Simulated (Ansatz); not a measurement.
# BC7: the cost of one run

Method: DFT PBE, scalar-relativistic, plane waves, PAW, in Ansatz 0.2.0.

## 1. Starting point

Symmetry: Fm-3m, No. 225, cubic system. Conventional cell: a = 7.159 Å, b = 7.159 Å, c = 7.159 Å, α = 90.00°, β = 90.00°, γ = 90.00°. Around B (site symmetry m-3m) lie 12 C at 2.53 Å. C (site symmetry m-3m) has 12 C at 2.53 Å as nearest neighbours. Around C (site symmetry mmm) lie 2 B at 2.53 Å and 10 C at 2.53 Å.

Structure file:

```
CELL_PARAMETERS angstrom
0.00000 3.57937 3.57937
3.57937 0.00000 3.57937
3.57937 3.57937 0.00000
ATOMIC_POSITIONS crystal
B 0.00000 0.00000 0.00000
C 0.50000 0.50000 0.50000
C 0.50000 0.00000 0.00000
C 0.50000 0.00000 0.50000
C 0.00000 0.50000 0.50000
C 0.00000 0.50000 0.00000
C 0.50000 0.50000 0.00000
C 0.00000 0.00000 0.50000
```

Recipe of the guess: species swapped into a database cell of CuPt7 (Fm-3m, No. 225), with B on the Cu sites and C on the Pt sites. Lengths come from tabulated atomic sizes and are only a guess.

## 2. The guess as it stands, on a coarse mesh

Contents of input.yaml:

```yaml
crystal:
  lattice:
    - [0.0, 3.57936514, 3.57936514]
    - [3.57936514, 0.0, 3.57936514]
    - [3.57936514, 3.57936514, 0.0]
  atoms:
    - { symbol: B, position: [0.0, 0.0, 0.0] }
    - { symbol: C, position: [0.5, 0.5, 0.5] }
    - { symbol: C, position: [0.5, 0.0, 0.0] }
    - { symbol: C, position: [0.5, 0.0, 0.5] }
    - { symbol: C, position: [0.0, 0.5, 0.5] }
    - { symbol: C, position: [0.0, 0.5, 0.0] }
    - { symbol: C, position: [0.5, 0.5, 0.0] }
    - { symbol: C, position: [0.0, 0.0, 0.5] }
basis:
  ecutwfc: 420
kpoints:
  mp_grid: { grid: [4, 4, 4] }
hamiltonian:
  xc: pbe
scf:
  occupations: { method: gaussian, width: 0.1 }
  lower_state_search: "off"
output:
  forces: true
  stress: true
  eigenvalues: true
```

On the command line:

```bash
> ansatz run input.yaml --threads 1 --pin off --max-ram 2048MiB --backend cpu --events-out ev --progress --plain --runs-dir out
```

What time and memory should one allow on 1 thread of Intel Xeon Platinum 8259CL at 2.50GHz (Skylake/Cascade Lake), shared host?

About 1.3 s, with a peak of 0.37 GiB.
